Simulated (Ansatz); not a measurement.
# F₂H₂S₂Si: up Jacob's ladder to CCSD(T)

One table from this session's results is given with a row withheld; the runs are named, their logs left out.

Method: functionals in def2-TZVPP, the program's frozen cores in correlated methods; program: Ansatz 0.2.0, Gaussian basis.

Levels to be run: PBE-D4, r2SCAN-D4, PBE0-D4, B3LYP-D4, ωB97X-V, ωB97M-V, B2PLYP; CCSD(T)/def2-TZVPP; CCSD(T)/def2-QZVPP; extrapolation to the limit.

**The geometry**

The geometry comes from an earlier relaxation with PBE0-D4 in a triple-zeta def2 set; it is a stationary point, not always the lowest conformer.

SMILES `F[Si](F)(S)S`, 7 atoms, charge 0, spin multiplicity 1.

Atoms are counted from 1 here; the program's logs count them from 0.

Bond lengths: F1–Si2 1.582 Å, Si2–F3 1.585 Å, Si2–S4 2.101 Å, Si2–S5 2.104 Å, S4–H6 1.345 Å, S5–H7 1.346 Å. Angles: F1–Si2–F3 105.5°, F1–Si2–S4 105.4°, F1–Si2–S5 113.1°, F3–Si2–S4 113.5°, F3–Si2–S5 108.2°, S4–Si2–S5 111.1°, Si2–S4–H6 92.6°, Si2–S5–H7 93.2°.

The first run:

Input file in.yaml:

```yaml
crystal:
  periodic: [false, false, false]
  atoms:
    - {symbol: F, position_ang: [0.122139, -1.695553, -1.039852]}
    - {symbol: Si, position_ang: [-0.089995, -0.426359, -0.118919]}
    - {symbol: F, position_ang: [-0.228221, -0.990484, 1.355718]}
    - {symbol: S, position_ang: [-1.839555, 0.493257, -0.830299]}
    - {symbol: S, position_ang: [1.537354, 0.906723, -0.163761]}
    - {symbol: H, position_ang: [-1.735833, 1.506675, 0.047411]}
    - {symbol: H, position_ang: [2.234100, 0.205742, 0.749702]}
basis:
  gaussian: {orbitals: def2-TZVPP}
hamiltonian: {xc: pbe, dispersion: d4}
output: {forces: true, orbitals: {seedname: orbitals}}
```

Started as:

```sh
ansatz run in.yaml --threads 2 --pin off --events-out ev --progress --plain --max-ram 22528MiB --backend cpu
```

Among the steps run: PBE-D4 (GGA); r2SCAN-D4 (meta-GGA); PBE0-D4 (hybrid); B3LYP-D4 (hybrid); ωB97X-V (range-separated); ωB97M-V (range-separated); B2PLYP (double hybrid); CCSD(T) in def2-TZVPP; CCSD(T) in def2-QZVPP.

One of the session's tables, all rows but one given; the rest of the session is left out.

```
            method  atomisation energy (kcal/mol)
            PBE-D4                          620.2
         r2SCAN-D4                          615.7
           PBE0-D4                          606.2
          B3LYP-D4                          604.2
           ωB97X-V                          616.2
           ωB97M-V                          616.4
            B2PLYP                          600.5
     HF/def2-TZVPP                          438.7
    MP2/def2-TZVPP                          613.8
   CCSD/def2-TZVPP                          581.1
CCSD(T)/def2-TZVPP                          592.6
           MP2/CBS                              ?
       CCSD(T)/CBS                          617.0
```

Q: Estimate the row for MP2/CBS from the others.

The run gave: atomisation energy (kcal/mol): 636.5. In the column «atomisation energy (kcal/mol)» it is the highest.

Caveats from the session: Free atoms (2 F, 1 Si, 2 S, 2 H) were run apart at each level; the atomisation energy is their sum less the molecule, without zero-point or spin-orbit terms.
